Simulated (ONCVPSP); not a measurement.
# Pseudopotential generation for tellurium: ONCV, LDA (Perdew-Wang 92)

Aim: build the potential from the settings below, then test how well it stands in for the atom: other configurations, scattering, ghost states and the plane-wave cutoff that it needs.

The numbers are computed with ONCVPSP 4.0.1 (LDA (Perdew-Wang 92), scalar-relativistic, spin-unpolarised reference atom).

## (1) Settings

Typed settings, in words:

* element: tellurium (Te, Z = 52)
* type: optimised norm-conserving Vanderbilt (ONCV)
* frozen core: [Kr] 4d10
* valence charge: 6
* reference configuration: 5s2 5p3 (charge +1)
* partial waves: 5s: rc 1.70 bohr, ncon 4, nbas 8, qcut 3.5 1/bohr, local; 5p: rc 1.70 bohr, ncon 3, nbas 6, qcut 4.9 1/bohr, 2 projectors, debl 2.8 Ha; d scattering state at 0.1 Ha: rc 1.95 bohr, ncon 5, nbas 8, qcut 5.5 1/bohr, 1 projector
* local potential: the s channel
* core correction: polynomial model core, fcfact 0.2

The outer shells as boxes (Hund's rule for the drawing; the calculation is spin-unpolarised):

```
[Kr] core
4d [↑↓][↑↓][↑↓][↑↓][↑↓]
5s [↑↓]
5p [↑ ][↑ ][↑ ]
```

An earlier all-electron run gives the scale for the radii.

All-electron outer shells of the reference configuration (LDA (PZ), scalar-relativistic, ld1.x):

```tsv
shell	level (eV)	outermost node (bohr)	outermost maximum (bohr)
4p	-123.27	0.38	0.74
4d	-50.75	0.36	0.81
5s	-23.74	0.91	1.77
5p	-13.90	1.00	2.09
```

## (2) Generating the potential

Te.dat

```
# ATOM AND REFERENCE CONFIGURATION
# atsym  z   nc   nv     iexc    psfile
  Te 52.00    9    2  -001012      upf
#
#   n    l    f
    1    0    2.00
    2    0    2.00
    2    1    6.00
    3    0    2.00
    3    1    6.00
    3    2   10.00
    4    0    2.00
    4    1    6.00
    4    2   10.00
    5    0    2.00
    5    1    3.00
#
# PSEUDOPOTENTIAL AND OPTIMIZATION
# lmax
    2
#
#   l,   rc,      ep,       ncon, nbas, qcut
    0    1.70    0.00    4    8    3.50
    1    1.70    0.00    3    6    4.90
    2    1.95    0.10    5    8    5.50
#
# LOCAL POTENTIAL
# lloc, lpopt,  rc(5),   dvloc0
    0    5    1.70    0.00
#
# VANDERBILT-KLEINMAN-BYLANDER PROJECTORs
# l, nproj, debl
    0    0    3.40
    1    2    2.80
    2    1    3.20
#
# MODEL CORE CHARGE
# icmod, fcfact, rcfact
    1    0.20    0.00
#
# LOG DERIVATIVE ANALYSIS
# epsh1, epsh2, depsh
   -2.00    5.00    0.02
#
# OUTPUT GRID
# rlmax, drl
    6.00    0.01
#
# TEST CONFIGURATIONS
# ncnf
    4
# nvcnf
#   n    l    f
    2
    5    0    2.00
    5    1    4.00
#
    2
    5    0    2.00
    5    1    2.00
#
    2
    5    0    2.00
    5    1    1.00
#
    2
    5    0    0.00
    5    1    6.00
#
```

On the command line:

```sh
$ oncvpsp.x < Te.dat > Te.out
```

What does the calculation give? Wanted: cutoffs for 1 and 0.1 mHa per electron, occupied waves; bound ghosts; GHOST(+) flags; largest test error; largest phase difference near zero energy, channels read; rms error of d²Exc/dn², without and with the model core.

**Answer**, as computed:

```
                                                quantity                                                         value
  cutoffs for 1 and 0.1 mHa per electron, occupied waves                                               13 Ha and 41 Ha
                                            bound ghosts                                               d at -373.85 eV
                                          GHOST(+) flags  none at low energy (1 near or above the test basis's cutoff)
                            largest test error (AE − PS)                                          -57 meV, for 5s2 5p1
largest phase difference near zero energy, channels read                                                     0.022 rad
 rms error of d²Exc/dn², without and with the model core                                             8.42 and 1.22 mHa
```

In words: A bound ghost (d) makes it unfit for use: electrons can fall into a state that the atom doesn't have. By total energies transferability is fair: the largest error is 57 meV on 45.4 eV, for 5s2 5p1. That test lies far up in energy; among those under 40 eV, nearer to bonding, the largest error is 14 meV. The potential is soft on the atom at that tolerance: the looser tolerance needs 13 Ha. The tighter tolerance needs 41 Ha, and converged work needs a cutoff nearer that. At the looser tolerance the 5s wave is the slowest; 5p needs 8 Ha. That counts occupied waves only; other projectors can need more. Near zero energy the phases of the channels with partial waves agree within 0.022 rad. These are tests on the free atom; a crystal test is still owed.
